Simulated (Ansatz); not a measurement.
# CH2Os: the cost of one run

Computed with Ansatz 0.2.0 (the levels named in each step, unless a step's input says otherwise).

**1. The starting structure**

Bond lengths: C1–Os2 1.777 Å, C1–H3 1.091 Å, Os2–H4 1.543 Å. Angles: C1–Os2–H4 88.3°, Os2–C1–H3 176.1°.

Coordinates:

```xyz
4

C    -1.5001    0.0153    0.7062
Os    0.1042    0.0025   -0.0576
H    -2.4535   -0.0088    1.2351
H     0.6597   -0.6522    1.2248
```

**2. A rough first relaxation, PBE-D4/def2-SVP**

File input.yaml:

```yaml
crystal:
  periodic: [false, false, false]
  atoms:
    - { symbol: C, position_ang: [-1.5001, 0.01528, 0.70621] }
    - { symbol: Os, position_ang: [0.10422, 0.00254, -0.05762] }
    - { symbol: H, position_ang: [-2.45348, -0.00881, 1.2351] }
    - { symbol: H, position_ang: [0.65967, -0.65223, 1.22477] }
magnetization:
  spin_polarized: true
  initial_magnetization: 1
total_charge: 1
basis:
  gaussian: { orbitals: def2-SVP }
hamiltonian:
  xc: pbe
  dispersion: d4
relax:
  f_tol: 0.03
  max_steps: 200
```

Run with:

```bash
ansatz run input.yaml --threads 2 --pin off --max-ram 5120MiB --backend cpu --events-out ev --progress --plain --runs-dir out
```

What time and memory should one allow on 2 threads of Intel Xeon Platinum 8259CL at 2.50GHz (Skylake/Cascade Lake), shared host?

About 13 s, with a peak of 0.15 GiB.
